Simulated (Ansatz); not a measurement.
# AlH8NO3Si: how energies converge with the basis set

Aim: see how fast density functionals converge with the basis set for AlH8NO3Si.

Computed with Ansatz 0.2.0, Gaussian basis. Level: one geometry, several basis sets.

The runs, in order: PBE0-D4/def2-SVP; ωB97M-V/def2-SVP; PBE0-D4/def2-QZVPP; ωB97M-V/def2-QZVPP; the functionals' def2-TZVPP values are taken from earlier runs.

**1. Structure used throughout**

The geometry comes from an earlier relaxation with PBE0-D4 in a triple-zeta def2 set; it is a stationary point, not always the lowest conformer.

14 atoms, charge 0, spin multiplicity 1.

Atoms are counted from 1 here; the program's logs count them from 0.

Bond lengths: O1–Al2 1.720 Å, O1–H7 0.955 Å, Al2–O3 1.730 Å, Al2–O4 1.720 Å, Al2–N5 2.010 Å, O3–H8 0.955 Å, O4–H9 0.954 Å, N5–Si6 1.795 Å, N5–H10 1.017 Å, N5–H11 1.017 Å, Si6–H12 1.474 Å, Si6–H13 1.473 Å, Si6–H14 1.490 Å. Angles: Al2–O1–H7 121.1°, O1–Al2–O3 116.6°, O1–Al2–O4 118.4°, O1–Al2–N5 100.6°, O3–Al2–O4 117.2°, O3–Al2–N5 97.0°, O4–Al2–N5 100.5°, Al2–O3–H8 120.7°, Al2–O4–H9 121.3°, Al2–N5–Si6 111.7°, Al2–N5–H10 106.4°, Al2–N5–H11 106.1°, Si6–N5–H10 112.5°, Si6–N5–H11 112.4°, H10–N5–H11 107.2°, N5–Si6–H12 108.4°, N5–Si6–H13 108.3°, N5–Si6–H14 106.7° and more.

**2. PBE0-D4 in def2-SVP**

in.yaml reads:

```yaml
crystal:
  periodic: [false, false, false]
  atoms:
    - {symbol: O, position_ang: [-2.399431, -0.176125, 0.043481]}
    - {symbol: Al, position_ang: [-0.892403, 0.422994, 0.616064]}
    - {symbol: O, position_ang: [0.023018, -0.631059, 1.637434]}
    - {symbol: O, position_ang: [-0.735450, 2.113329, 0.889684]}
    - {symbol: N, position_ang: [0.239686, 0.211156, -1.031788]}
    - {symbol: Si, position_ang: [1.623960, -0.896837, -0.749030]}
    - {symbol: H, position_ang: [-3.191690, 0.353943, 0.094321]}
    - {symbol: H, position_ang: [-0.386401, -1.390474, 2.047201]}
    - {symbol: H, position_ang: [-0.409715, 2.452563, 1.720244]}
    - {symbol: H, position_ang: [0.536883, 1.146354, -1.297780]}
    - {symbol: H, position_ang: [-0.383582, -0.125379, -1.761332]}
    - {symbol: H, position_ang: [1.091834, -2.242297, -0.465177]}
    - {symbol: H, position_ang: [2.472930, -0.317895, 0.306922]}
    - {symbol: H, position_ang: [2.397560, -0.949670, -2.021442]}
basis:
  gaussian: {orbitals: def2-SVP}
hamiltonian: {xc: pbe0, dispersion: d4}
output: {orbitals: {seedname: orbitals}}
```

On the command line:

```bash
ansatz run in.yaml --threads 4 --pin off --events-out ev --progress --plain --max-ram 11315MiB
```

Further steps of the session: ωB97M-V in def2-SVP; PBE0-D4 in def2-QZVPP; ωB97M-V in def2-QZVPP.

Before running them: what should the planned runs give, taken together? Wanted: PBE0-D4: double and triple zeta above quadruple; ωB97M-V: double and triple zeta above quadruple.

The runs gave:

```
                                       quantity           value
PBE0-D4: double and triple zeta above quadruple  15.91, 0.98 eV
ωB97M-V: double and triple zeta above quadruple  16.09, 0.91 eV
```

For PBE0-D4 the step from double to triple zeta gains 14.94 eV and the next only 0.98 eV. These are total energies; as a rule much of such shifts cancels in differences, which this series doesn't test. The LUMO of ωB97M-V is positive and keeps falling with the basis (1.90 to 0.84 eV): an unbound level that the basis holds in place.
